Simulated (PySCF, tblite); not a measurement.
# C₂₂H₁₆N+: electronic excitations, NMR shifts

What do calculations give for the electronic excitations, NMR shifts of C₂₂H₁₆N+ (`C[n+]1cc2ccccc2c2c3c(ccc4ccccc43)ccc21`)?

Computed with tblite 0.8.0 and PySCF 2.14.0 and routines of our own; the level stands in each step. Atoms count from 0.

### Step 1. The system as given

39 atoms, charge 1, multiplicity 1; geometry from: force field, distance geometry or constructed start.

### Step 2. Geometry optimisation with GFN2-xTB

The job: settings as JSON, then the geometry in Å.

```
{"job": {"kind": "relax", "xc": "GFN2-xTB", "basis": "xTB"}, "charge": 1, "multiplicity": 1}
C      4.100600    -1.716900    -0.626000
N      2.980100    -0.775500    -0.350000
C      3.288300     0.352700     0.322400
C      2.336300     1.339300     0.543500
C      2.725500     2.567900     1.108000
C      1.811500     3.610400     1.224700
C      0.520500     3.435100     0.767300
C      0.136400     2.201200     0.243100
C      1.007100     1.079400     0.176300
C      0.627500    -0.223700    -0.319600
C     -0.741800    -0.726400    -0.499100
C     -0.939200    -1.740000    -1.469000
C     -2.220000    -2.105700    -1.885500
C     -3.343500    -1.556700    -1.305500
C     -3.221200    -0.709700    -0.203400
C     -4.382800    -0.292600     0.471200
C     -4.302900     0.445400     1.642200
C     -3.061700     0.735400     2.173400
C     -1.902600     0.341000     1.502700
C     -1.925300    -0.336800     0.255700
C      0.143400    -2.416000    -2.011100
C      1.435500    -2.140900    -1.587300
C      1.706400    -1.052500    -0.731200
H      3.803900    -2.714200    -0.275600
H      4.997800    -1.402800    -0.088500
H      4.280800    -1.698700    -1.698000
H      4.323300     0.503600     0.604700
H      3.752300     2.750200     1.423500
H      2.121300     4.568700     1.641900
H     -0.193100     4.253600     0.818800
H     -0.878400     2.135500    -0.152600
H     -2.360800    -2.841200    -2.680900
H     -4.328200    -1.861100    -1.664100
H     -5.364100    -0.565600     0.092100
H     -5.209100     0.752300     2.152700
H     -2.985500     1.273200     3.116900
H     -0.958500     0.549500     1.992600
H     -0.009900    -3.222900    -2.733500
H      2.224600    -2.774000    -1.994900
```

Launch:

```
$ OMP_NUM_THREADS=1 python large_run.py task.json out
```

This one command runs all jobs of the session in turn.

Standard output:

```text
step      E/eV     max force
  0   -1573.02700    2.197
  1   -1573.23670    1.081
  2   -1573.28118    0.322
  3   -1573.30037    0.295
  4   -1573.33104    0.282
  5   -1573.34630    0.219
  6   -1573.36125    0.212
  7   -1573.37128    0.186
  8   -1573.37969    0.200
  9   -1573.38508    0.111
 10   -1573.38863    0.095
 11   -1573.39140    0.128
 12   -1573.39406    0.106
 13   -1573.39660    0.092
 14   -1573.39895    0.077
 15   -1573.40129    0.091
 16   -1573.40376    0.105
 17   -1573.40608    0.088
 18   -1573.40797    0.085
 19   -1573.40951    0.064
 20   -1573.41092    0.065
 21   -1573.41230    0.069
 22   -1573.41366    0.066
 23   -1573.41508    0.065
 24   -1573.41667    0.089
 25   -1573.41833    0.066
 26   -1573.41985    0.065
 27   -1573.42113    0.074
 28   -1573.42229    0.076
 29   -1573.42347    0.078
 30   -1573.42472    0.075
 31   -1573.42606    0.073
 32   -1573.42749    0.071
 33   -1573.42894    0.072
 34   -1573.43027    0.066
 35   -1573.43146    0.068
 36   -1573.43257    0.073
 37   -1573.43366    0.058
 38   -1573.43457    0.053
 39   -1573.43523    0.046
 40   -1573.43569    0.037
 41   -1573.43607    0.034
 42   -1573.43640    0.032
 43   -1573.43667    0.036
 44   -1573.43691    0.037
 45   -1573.43714    0.028
 46   -1573.43738    0.024
 47   -1573.43759    0.025
 48   -1573.43775    0.024
 49   -1573.43786    0.020
 50   -1573.43796    0.019
```

It took 1.2 s on 1 thread of Arm Neoverse V1, shared host; peak memory 0.18 GiB.

Step by step:

```
step  energy from step 0 (eV)  largest force (eV/Å)
   0                   0.0000                2.1971
   1                  -0.2097                1.0811
   2                  -0.2542                0.3217
   3                  -0.2734                0.2944
   4                  -0.3040                0.2824
   5                  -0.3193                0.2187
   6                  -0.3342                0.2118
   7                  -0.3443                0.1861
   8                  -0.3527                0.1994
  11                  -0.3644                0.1280
  14                  -0.3719                0.0767
  18                  -0.3810                0.0850
  21                  -0.3853                0.0684
  25                  -0.3913                0.0654
  28                  -0.3953                0.0752
  32                  -0.4005                0.0703
  35                  -0.4045                0.0678
  39                  -0.4082                0.0461
  42                  -0.4094                0.0327
  46                  -0.4104                0.0235
  47                  -0.4106                0.0249
  48                  -0.4108                0.0243
  49                  -0.4109                0.0202
  50                  -0.4110                0.0193
```

Distances of close pairs at the start and the end, largest changes first:

```
   bond  before (Å)  after (Å)  change (Å)
  C0–N1       1.489      1.448      -0.041
 C9–C10       1.470      1.429      -0.041
  N1–C2       1.349      1.319      -0.030
C17–C18       1.396      1.371      -0.025
  C4–C5       1.391      1.367      -0.025
C11–C20       1.387      1.411      +0.025
C13–C14       1.395      1.420      +0.024
C20–C21       1.387      1.364      -0.024
```

The final coordinates are the input of the step that follows.

### Step 3. Electronic excitations: TDA PBE0/6-31G*

The job: settings as JSON, then the geometry in Å.

```
{"job": {"kind": "uv", "basis": "6-31G*", "grid": 1, "kgrid": 0, "vcut": 1.5, "nstates": 6, "ntriplets": 2, "tda": true, "delta": ["ip_vertical"], "pop": true, "xc": "PBE0"}, "charge": 1, "multiplicity": 1}
C      4.057702    -1.678677    -0.613083
N      2.966564    -0.779270    -0.300905
C      3.216525     0.316469     0.389264
C      2.248683     1.303830     0.597999
C      2.596801     2.559276     1.145480
C      1.670462     3.562983     1.193480
C      0.387565     3.354408     0.664305
C      0.014271     2.129495     0.171927
C      0.913173     1.048390     0.180772
C      0.603182    -0.265009    -0.307991
C     -0.727306    -0.743745    -0.511922
C     -0.927763    -1.744494    -1.488877
C     -2.240966    -2.062235    -1.921585
C     -3.319417    -1.469674    -1.349914
C     -3.165332    -0.636903    -0.210508
C     -4.290126    -0.188682     0.504842
C     -4.145823     0.499414     1.680915
C     -2.866480     0.718550     2.202215
C     -1.753731     0.322566     1.505693
C     -1.864898    -0.307665     0.251655
C      0.186466    -2.430511    -2.017688
C      1.450476    -2.181807    -1.570441
C      1.686494    -1.085721    -0.714727
H      3.828581    -2.690590    -0.278233
H      4.964625    -1.344394    -0.113578
H      4.241838    -1.692752    -1.688381
H      4.225748     0.471336     0.742237
H      3.608854     2.717581     1.483931
H      1.928597     4.526585     1.602318
H     -0.313446     4.174250     0.641955
H     -0.970711     1.997242    -0.244042
H     -2.357380    -2.778148    -2.720574
H     -4.318173    -1.675004    -1.703718
H     -5.271193    -0.426804     0.122304
H     -5.011876     0.841519     2.225470
H     -2.756586     1.193447     3.165250
H     -0.779071     0.470457     1.944087
H      0.015962    -3.207671    -2.746407
H      2.262554    -2.797586    -1.915664
```

Method: TDA PBE0/6-31G*, vertical, gas phase, core orbitals frozen in the response, virtual orbitals cut by energy.

Standard output:

```text
start: PBE on a coarse grid of 32726 points
cycle   1  E = -901.4384797628  dE =  4.215e+00  |g| = 8.365e-01  |ddm| = 7.456e+00
cycle   2  E = -899.5763825885  dE =  1.862e+00  |g| = 2.322e+00  |ddm| = 3.717e+00
cycle   3  E = -901.4715420190  dE = -1.895e+00  |g| = 7.036e-01  |ddm| = 3.442e+00
cycle   4  E = -901.6383057240  dE = -1.668e-01  |g| = 1.836e-01  |ddm| = 1.134e+00
cycle   5  E = -901.6371312463  dE =  1.174e-03  |g| = 1.912e-01  |ddm| = 4.110e-01
cycle   6  E = -901.6469438454  dE = -9.813e-03  |g| = 4.566e-02  |ddm| = 2.620e-01
cycle   7  E = -901.6474723157  dE = -5.285e-04  |g| = 2.395e-02  |ddm| = 8.205e-02
cycle   8  E = -901.6476419136  dE = -1.696e-04  |g| = 7.001e-03  |ddm| = 3.305e-02
final grid: 143229 points
cycle   9  E = -901.4808707781  dE = -9.946e-03  |g| = 5.092e-02  |ddm| = 1.096e+00
cycle  10  E = -901.4806641448  dE =  2.066e-04  |g| = 5.756e-02  |ddm| = 1.396e-01
cycle  11  E = -901.4815181593  dE = -8.540e-04  |g| = 2.073e-02  |ddm| = 9.208e-02
cycle  12  E = -901.4816420116  dE = -1.239e-04  |g| = 3.835e-03  |ddm| = 2.838e-02
cycle  13  E = -901.4816426642  dE = -6.526e-07  |g| = 1.995e-03  |ddm| = 7.056e-03
cycle  14  E = -901.4816470736  dE = -4.409e-06  |g| = 6.731e-04  |ddm| = 2.848e-03
cycle  15  E = -901.4816453814  dE =  1.692e-06  |g| = 2.884e-04  |ddm| = 1.072e-03
cycle  16  E = -901.4816484017  dE = -3.020e-06  |g| = 5.355e-05  |ddm| = 3.733e-04
converged SCF energy = -901.4816484017
Vertical ionisation energy (delta-SCF) = 10.5513 eV   <S^2> = 0.767

Static polarisability (au): isotropic 246.637, principal 103.628 301.737 334.546

Singlet excitations
state   eV       nm        f      main configurations
  1   2.6691    464.5   0.01104   H->L 0.87, H-1->L 0.09
  2   2.9619    418.6   0.10617   H-1->L 0.79, H->L 0.09
  3   3.4745    356.8   0.10988   H->L+1 0.85
  4   3.6874    336.2   0.00939   H-1->L+1 0.57, H-2->L 0.36
  5   3.8769    319.8   0.21975   H-2->L 0.53, H-1->L+1 0.30
  6   4.2623    290.9   0.00754   H-3->L 0.63, H-2->L+1 0.17, H->L+2 0.15

Triplet excitations (Tamm-Dancoff, eV): 2.2972 2.3639
```

Run time: 2.1 min. Hardware: 1 thread of Arm Neoverse V1, shared host; peak memory 0.71 GiB.

The orbitals next to the gap, with their largest atomic shares:

```
orbital      eV                         atoms
 HOMO−4  -11.38    C7 14 %, C3 11 %, C13 11 %
 HOMO−3  -10.88   C19 11 %, C10 11 %, C5 10 %
 HOMO−2  -10.27    C7 11 %, C4 11 %, C17 11 %
 HOMO−1   -9.42  C19 14 %, C16 11 %, C21 10 %
   HOMO   -9.17  C15 19 %, C18 17 %, C13 12 %
   LUMO   -5.83     C2 28 %, N1 15 %, C6 11 %
 LUMO+1   -4.98    C20 16 %, C9 14 %, C5 10 %
 LUMO+2   -4.10   C13 13 %, C10 11 %, C15 9 %
 LUMO+3   -3.30     C5 10 %, C8 10 %, C21 9 %
```

With each of the 6 states as a Gaussian band of 0.4 eV half-width at 1/e, the curve within the window shown has maxima at 328 nm (ε 11,000) L/(mol cm). Beyond the last state computed it falls off for lack of states. The curve at chosen wavelengths:

(nm, ε (L/mol/cm)): (272, 652), (285, 2493), (298, 5925), (311, 9476), (324, 11266), (337, 11001), (350, 9645), (364, 8074), (377, 7012), (390, 6377), (403, 5978), (416, 5585), (429, 5057), (442, 4378), (455, 3615), (468, 2857), (481, 2174), (494, 1603), (507, 1152), (521, 790), (534, 547), (547, 375), (560, 255), (573, 172), (586, 116), (599, 78)

Further results of this job:

```
           property  computed
polarisability (Å³)     36.55
 HOMO–LUMO gap (eV)      3.35
      −ε(HOMO) (eV)      9.17
```

### Step 4. NMR shifts: GIAO KT3/pcSseg-1

Settings changed since step 3:

```diff
@@ -1,2 +1,2 @@
-{"job": {"kind": "uv", "basis": "6-31G*", "grid": 1, "kgrid": 0, "vcut": 1.5, "nstates": 6, "ntriplets": 2, "tda": true, "delta": ["ip_vertical"], "pop": true, "xc": "PBE0"}, "charge": 1, "multiplicity": 1}
+{"job": {"kind": "nmr", "xc": "KT3", "basis": "pcSseg-1", "pop": false}, "charge": 1, "multiplicity": 1}
 C      4.057702    -1.678677    -0.613083
```

Level: GIAO KT3/pcSseg-1 NMR shielding, non-relativistic, gas phase.

Standard output:

```text
start: PBE on a coarse grid of 32726 points
cycle   1  E = -900.9110846836  dE =  4.198e+00  |g| = 8.297e-01  |ddm| = 7.271e+00
cycle   2  E = -899.0473372400  dE =  1.864e+00  |g| = 2.354e+00  |ddm| = 3.843e+00
cycle   3  E = -900.9465105450  dE = -1.899e+00  |g| = 6.869e-01  |ddm| = 3.606e+00
cycle   4  E = -901.1013314975  dE = -1.548e-01  |g| = 1.862e-01  |ddm| = 1.250e+00
cycle   5  E = -901.1008687752  dE =  4.627e-04  |g| = 1.868e-01  |ddm| = 4.205e-01
cycle   6  E = -901.1099256864  dE = -9.057e-03  |g| = 4.404e-02  |ddm| = 2.652e-01
cycle   7  E = -901.1103941116  dE = -4.684e-04  |g| = 2.400e-02  |ddm| = 8.362e-02
cycle   8  E = -901.1105635141  dE = -1.694e-04  |g| = 6.495e-03  |ddm| = 3.328e-02
final grid: 303643 points
cycle   9  E = -917.3628836910  dE = -5.293e-02  |g| = 5.596e-02  |ddm| = 1.466e+00
cycle  10  E = -917.3592165468  dE =  3.667e-03  |g| = 1.325e-01  |ddm| = 1.832e-01
cycle  11  E = -917.3634688079  dE = -4.252e-03  |g| = 2.244e-02  |ddm| = 1.502e-01
cycle  12  E = -917.3635896704  dE = -1.209e-04  |g| = 1.138e-02  |ddm| = 4.383e-02
cycle  13  E = -917.3636223026  dE = -3.263e-05  |g| = 3.809e-03  |ddm| = 1.715e-02
cycle  14  E = -917.3636277125  dE = -5.410e-06  |g| = 1.139e-03  |ddm| = 6.270e-03
cycle  15  E = -917.3636291447  dE = -1.432e-06  |g| = 5.057e-04  |ddm| = 2.106e-03
cycle  16  E = -917.3636287206  dE =  4.241e-07  |g| = 1.664e-04  |ddm| = 8.998e-04
cycle  17  E = -917.3636286869  dE =  3.378e-08  |g| = 5.302e-05  |ddm| = 3.172e-04
converged SCF energy = -917.3636286869

GIAO shielding tensors (ppm)
atom      isotropic    diamagn.    paramagn.     s11        s22        s33       span
  0 C      139.333     239.306     -99.973    111.883    125.999    180.116     68.233
  1 N       74.695     340.987    -266.291    -38.817     60.034    202.869    241.686
  2 C       47.653     254.787    -207.134    -21.556     43.930    120.585    142.141
  3 C       67.058     260.383    -193.325      2.993     13.411    184.770    181.777
  4 C       60.575     243.472    -182.897    -31.490     48.947    164.268    195.758
  5 C       57.959     253.893    -195.935    -38.159     36.383    175.652    213.811
  6 C       53.196     253.764    -200.568    -45.906     31.797    173.697    219.603
  7 C       60.986     253.544    -192.558    -28.195     37.792    173.361    201.556
  8 C       56.813     259.070    -202.258    -16.862      6.277    181.023    197.885
  9 C       66.487     260.854    -194.367      9.625     13.318    176.519    166.894
 10 C       65.836     250.204    -184.367      1.886     18.019    177.604    175.718
 11 C       58.793     257.481    -198.688     -8.917      0.672    184.625    193.542
 12 C       65.164     247.477    -182.313    -22.082     59.875    157.698    179.780
 13 C       54.387     248.851    -194.463    -36.153     42.527    156.788    192.941
 14 C       58.563     253.015    -194.452     -9.050     -2.054    186.792    195.842
 15 C       60.220     242.913    -182.693    -29.880     50.636    159.904    189.784
 16 C       58.515     253.873    -195.357    -39.108     40.337    174.317    213.425
 17 C       61.437     252.672    -191.235    -36.608     47.251    173.668    210.277
 18 C       62.875     254.963    -192.088    -28.009     47.648    168.987    196.995
 19 C       62.895     258.726    -195.831     -7.544     13.816    182.413    189.957
 20 C       54.602     249.946    -195.344    -35.013     42.036    156.783    191.796
 21 C       77.298     259.318    -182.019     -5.201     68.284    168.812    174.013
 22 C       57.706     263.313    -205.607    -10.575     33.781    149.912    160.487
 23 H       26.789      26.668       0.121     20.886     26.386     33.094     12.208
 24 H       27.293      24.573       2.719     21.155     27.499     33.224     12.069
 25 H       26.793      24.919       1.875     20.709     25.921     33.750     13.040
 26 H       23.057      33.474     -10.417     16.232     24.441     28.497     12.266
 27 H       23.460      30.496      -7.035     18.377     24.432     27.572      9.195
 28 H       23.583      27.636      -4.052     19.388     25.151     26.211      6.824
 29 H       23.707      31.434      -7.728     19.144     23.734     28.241      9.097
 30 H       22.908      37.173     -14.266     15.114     22.444     31.166     16.052
 31 H       23.532      32.079      -8.547     17.565     25.435     27.597     10.032
 32 H       23.178      31.523      -8.346     17.792     24.574     27.167      9.376
 33 H       23.376      30.427      -7.051     18.173     24.585     27.368      9.194
 34 H       23.621      27.436      -3.815     19.263     25.385     26.215      6.952
 35 H       24.039      32.062      -8.023     19.184     24.344     28.588      9.404
 36 H       23.411      37.843     -14.432     15.998     22.480     31.753     15.755
 37 H       23.160      33.159      -9.999     17.179     24.613     27.687     10.508
 38 H       23.795      32.068      -8.273     16.521     25.325     29.539     13.018
```

Run time: 62 s. Hardware: 1 thread of Arm Neoverse V1, shared host; peak memory 0.72 GiB.

The references, computed at this level on geometries of the same kind, shield at (ppm): $^{1}$H TMS 31.76, $^{13}$C TMS 184.7, $^{15}$N NH3 264.4. Their shielding less the atom's gives the shift. The references are single molecules in the gas phase, so shifts against H2O, NH3, PH3, H3PO4 or CFCl3 are not on the usual liquid scales and can be off by tens of ppm. Atoms listed in one row are averaged.

```
        atoms                                         environment  σ (ppm)  δ (ppm)
           C2                 aromatic CH next to a ring nitrogen     47.7    137.1
           C6                                         aromatic CH     53.2    131.5
          C13                                         aromatic CH     54.4    130.3
          C20                                         aromatic CH     54.6    130.1
           C8                         ring-fusion aromatic carbon     56.8    127.9
          C22                         ring-fusion aromatic carbon     57.7    127.0
           C5                                         aromatic CH     58.0    126.8
          C16                                         aromatic CH     58.5    126.2
          C14                         ring-fusion aromatic carbon     58.6    126.2
          C11                         ring-fusion aromatic carbon     58.8    125.9
          C15                                         aromatic CH     60.2    124.5
           C4                                         aromatic CH     60.6    124.1
           C7                                         aromatic CH     61.0    123.7
          C17                                         aromatic CH     61.4    123.3
          C18                                         aromatic CH     62.9    121.8
          C19                         ring-fusion aromatic carbon     62.9    121.8
          C12                                         aromatic CH     65.2    119.6
          C10                         ring-fusion aromatic carbon     65.8    118.9
           C9                         ring-fusion aromatic carbon     66.5    118.2
           C3                         ring-fusion aromatic carbon     67.1    117.7
          C21                                         aromatic CH     77.3    107.4
           C0                           methyl carbon bonded to N    139.3     45.4
          H30                          hydrogen on an aromatic CH    22.91     8.85
          H26  hydrogen on an aromatic CH next to a ring nitrogen    23.06     8.70
          H37                          hydrogen on an aromatic CH    23.16     8.60
          H32                          hydrogen on an aromatic CH    23.18     8.58
          H33                          hydrogen on an aromatic CH    23.38     8.38
          H36                          hydrogen on an aromatic CH    23.41     8.35
          H27                          hydrogen on an aromatic CH    23.46     8.30
          H31                          hydrogen on an aromatic CH    23.53     8.23
          H28                          hydrogen on an aromatic CH    23.58     8.18
          H34                          hydrogen on an aromatic CH    23.62     8.14
          H29                          hydrogen on an aromatic CH    23.71     8.05
          H38                          hydrogen on an aromatic CH    23.80     7.96
          H35                          hydrogen on an aromatic CH    24.04     7.72
H23, H24, H25             hydrogen on a methyl carbon bonded to N    26.96     4.80
           N1                              cationic ring nitrogen     74.7    189.7
```

Ring of atoms N1, C2, C3, C8, C9, C22: NICS(0) -6.8, NICS(1) -8.7, NICS(1)zz -19.9 ppm (means of both faces; NICS(1) differs between them: -9.9 and -7.6).

Ring of atoms C3, C4, C5, C6, C7, C8: NICS(0) -7.4, NICS(1) -10.1, NICS(1)zz -24.4 ppm (means of both faces; NICS(1) differs between them: -11.4 and -8.9).

Ring of atoms C9, C10, C11, C20, C21, C22: NICS(0) -7.0, NICS(1) -9.5, NICS(1)zz -21.6 ppm (means of both faces).

### Step 5. Summary of results

| quantity | value |
| --- | --- |
| lowest singlet (PBE0/6-31G*) | 2.67 eV (465 nm), f = 0.011 |
| brightest single state of those computed | state 5, 3.88 eV, f = 0.220 |
| lowest triplet | 2.30 eV |
| $^{13}$C shifts against TMS (KT3/pcSseg-1) | 137.1, 131.5, 130.3, 130.1, 127.9, 127.0, 126.8, 126.2, 126.2, 125.9, 124.5, 124.1, 123.7, 123.3 ppm and more |
| $^{1}$H shifts against TMS (KT3/pcSseg-1, means over atoms taken as alike) | 8.85, 8.70, 8.60, 8.58, 8.38, 8.35, 8.30, 8.23, 8.18, 8.14, 8.05, 7.96, 7.72, 4.80 ppm |
| $^{15}$N shifts against NH3 (KT3/pcSseg-1) | 189.7 ppm |

In words: The first singlet state (HOMO→LUMO 0.87, HOMO−1→LUMO 0.09) lies at 2.67 eV and is weak; of the 6 states computed, the strongest absorption comes from state 5 at 3.88 eV. State 1 absorbs in the visible (465 nm). The lowest triplet lies 0.37 eV below the lowest singlet. At KT3/pcSseg-1: The widest tensor belongs to N1: span 242 ppm, with a paramagnetic part of -266 ppm. NICS(1)zz of -24 ppm above the planar ring from C3 marks a diatropic (aromatic) ring current.
